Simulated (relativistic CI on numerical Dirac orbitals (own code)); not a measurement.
# W XXX (W²⁹⁺): levels and lines

What are the lowest levels and the strongest lines of W²⁹⁺? One CI run answers it; runs with one setting changed show what the result hangs on.

Method: Dirac-Coulomb-Breit CI, KLI orbitals optimised for each configuration, model QED (radiative potential, 1s self-energy scaled to tabulated hydrogen-like ionisation energies). Code: relativistic CI on numerical Dirac orbitals (own code) version 4.

## Step 1: The atom as given

```
ion                       : W²⁹⁺ (W XXX)
nuclear charge            : 74
electrons                 : 45
isotope                   : A = 184
first configuration typed : [Kr] 4d9
```

Outer shells as boxes (Hund's rule):

first configuration typed
```
[Kr] core
4d [↑↓][↑↓][↑↓][↑↓][↑ ]
```

## Step 2: CI with the chosen configurations

Settings of the run:

```ini
atom W  Z=74  charge=29  electrons=45
nucleus A=184  rms_radius_fm=5.3658
hamiltonian dirac-coulomb  breit=on  qed=on  c_scale=1
orbitals kli  potential=per-configuration
slater_scale 1
correlation none
mixing on
configurations
  [Kr] 4d9
  [Ar] 3d10 4s2 4p5 4d10
  [Kr] 4d8 4f
  [Ar] 3d10 4s 4p6 4d10
  [Ar] 3d10 4s2 4p5 4d9 4f
  [Ar] 3d10 4s 4p6 4d9 4f
  [Kr] 4d8 5s
  [Kr] 4d7 4f 5s
  [Kr] 4d8 5p
  [Kr] 4d8 5d
  [Ar] 3d10 4s2 4p5 4d9 5s
  [Kr] 4d7 5s2
  [Kr] 4d6 4f 5s2
  [Ar] 3d10 4s2 4p5 4d7 4f 5s2
  [Ar] 3d10 4s 4p6 4d7 4f 5s2
end
```

Command:

```sh
$ python run_levels.py task.json out
```

The settings of every run stand in task.json; they run in order.

## Step 3: Correlation estimate p86

The settings differ from step 2 so:

```diff
@@ -5,3 +5,3 @@
 slater_scale 1
-correlation none
+correlation p86
 mixing on
```

## Step 4: Without configuration mixing

The settings differ from step 3 so:

```diff
@@ -5,4 +5,4 @@
 slater_scale 1
-correlation p86
-mixing on
+correlation none
+mixing off
 configurations
```

## Step 5: The first 3 configurations alone

Settings of the run:

```ini
atom W  Z=74  charge=29  electrons=45
nucleus A=184  rms_radius_fm=5.3658
hamiltonian dirac-coulomb  breit=on  qed=on  c_scale=1
orbitals kli  potential=per-configuration
slater_scale 1
correlation none
mixing on
configurations
  [Kr] 4d9
  [Ar] 3d10 4s2 4p5 4d10
  [Kr] 4d8 4f
end
```

(Steps that only read results are left out.)

Before running it: what results should come out? Wanted: lowest level; first excitation; lowest level of the other parity; fastest E1 line; ionisation energy.

The runs gave:

| run | time | mean size of shift, levels followed (cm⁻¹) | lowest level | ionisation energy (eV) |
| --- | --- | --- | --- | --- |
| main run | 3.3 s | 0 | 4d9 2D5/2 | 1175.4 |
| correlation estimate p86 | 3.3 s | 838 | 4d9 2D5/2 | 1177.5 |
| without configuration mixing | 3.2 s | 11505 | 4d9 2D5/2 | - |
| the first 3 configurations alone | 0.27 s | 11278 | 4d9 2D5/2 | - |

The semi-empirical ionisation energy (NIST) is 1180 eV.

| quantity | value |
| --- | --- |
| lowest level | 4d9 2D5/2 |
| first excitation | 4d9 2D3/2, 132997 cm⁻¹ |
| lowest level of the other parity | 4p5 4d10 2P°3/2, 180.39 eV |
| levels in the model | 2742 |
| fastest E1 line (by rate) to the lowest level among the lowest 200 of 2742 levels | 4.810 nm, from 4d8 4f 2F°7/2 (vii) |
| ionisation energy | 1175.4 eV |
| ionisation energy, semi-empirical (NIST) | 1180 eV |

4d9 2D5/2 comes out lowest; its LS label holds 100 % and its jj label 100 %; over the low levels the means are 56 and 81 %, so jj coupling describes them better. The ionisation energy from the two ground configurations alone is 0.39 % below the semi-empirical value. The largest mover is «without configuration mixing» (11505 cm⁻¹ on average). Lifetimes count radiative decay inside the model alone.
